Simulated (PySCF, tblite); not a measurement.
# C6H12OS: geometry, infrared bands and NMR shifts

Aim: predict the infrared bands and NMR shifts of C6H12OS (`CCC[C@@H]1CC[S@]1=O`).

Programs: tblite 0.8.0 and PySCF 2.14.0, with density-fitted response routines of our own. Each step states its level of theory. These are calculated values for one molecule in the gas phase, unless marked as measured. Atoms are numbered from 0 throughout.

### 1 Starting geometry

20 atoms, charge 0, multiplicity 1; geometry from: force field or distance geometry start.

Bonds of the start (Å): C0–C1 1.51, C1–C2 1.53, C2–C3 1.51, C3–C4 1.57, C4–C5 1.54, C5–S6 1.86, S6–O7 1.49, S6–C3 1.87, C0–H8 1.10, C0–H9 1.10, C0–H10 1.10, C1–H11 1.11, C1–H12 1.08, C2–H13 1.10, C2–H14 1.10, C3–H15 1.08, C4–H16 1.09, C4–H17 1.09, C5–H18 1.09, C5–H19 1.11.

### 2 Geometry optimisation with GFN2-xTB

The job: settings as JSON, then the geometry in Å.

```
{"job": {"kind": "relax", "xc": "GFN2-xTB", "basis": "xTB"}, "charge": 0, "multiplicity": 1}
C     -3.042400    -0.066500     0.201800
C     -1.637900    -0.537400    -0.073200
C     -0.638100     0.621900    -0.113000
C      0.754100     0.122600    -0.420900
C      1.504300    -0.607200     0.749800
C      2.880700    -0.057600     0.316600
S      2.044200     1.477900    -0.312100
O      2.544600     1.652600    -1.709600
H     -3.733200    -0.918100     0.237200
H     -3.394600     0.614900    -0.581100
H     -3.117300     0.460100     1.159300
H     -1.341300    -1.251000     0.723100
H     -1.613900    -1.092200    -1.000700
H     -0.953200     1.325200    -0.904300
H     -0.676700     1.181600     0.835900
H      0.811600    -0.414100    -1.359300
H      1.430300    -1.694700     0.723600
H      1.199700    -0.288500     1.747900
H      3.386600    -0.627900    -0.460500
H      3.587300     0.108900     1.151500
```

Run with:

```console
$ OMP_NUM_THREADS=1 python probes_run.py task.json out
```

The driver reads the jobs from task.json and runs them one after another.

**Question.** This job is followed by: GFN2-xTB harmonic vibrations, gas phase; GIAO PBE0/pcSseg-1 NMR shielding, non-relativistic, gas phase. Predict these results of the whole session: strongest single infrared mode (GFN2-xTB); zero-point energy (GFN2-xTB); ¹³C shifts against TMS (PBE0/pcSseg-1); ¹H shifts against TMS (PBE0/pcSseg-1, means over atoms taken as alike); ³³S shifts against CS2 (PBE0/pcSseg-1); ¹⁷O shifts against H2O (PBE0/pcSseg-1); surface potential, 1st and 99th percentile.

**Answer**, as computed:

| quantity | value |
| --- | --- |
| strongest single infrared mode (GFN2-xTB) | 1154 cm⁻¹, 174 km/mol |
| zero-point energy (GFN2-xTB) | 106.9 kcal/mol |
| ¹³C shifts against TMS (PBE0/pcSseg-1) | 74.9, 53.9, 41.1, 25.3, 21.2, 16.9 ppm |
| ¹H shifts against TMS (PBE0/pcSseg-1, means over atoms taken as alike) | 3.29, 2.90, 2.78, 2.59, 1.99, 1.58, 1.27, 1.26, 1.22, 1.09 ppm |
| ³³S shifts against CS2 (PBE0/pcSseg-1) | 371 ppm |
| ¹⁷O shifts against H2O (PBE0/pcSseg-1) | 124.6 ppm |
| surface potential, 1st and 99th percentile | -2.10 V and 0.99 V |

**Reading.** Over 66 steps the energy fell by 0.250 eV; of the close pairs, C3–C4 changed most, 1.570 to 1.529 Å. All 54 modes are real, so the xTB geometry is a minimum. The strongest single mode, at 1154 cm⁻¹, is carried by O7, C3, S6, C2. Unscaled tight-binding wavenumbers are off by several per cent, some by more. Its intensities can rank the bands wrongly. At PBE0/pcSseg-1: Shielding is most anisotropic at O7 (span 499 ppm, paramagnetic term -182 ppm).
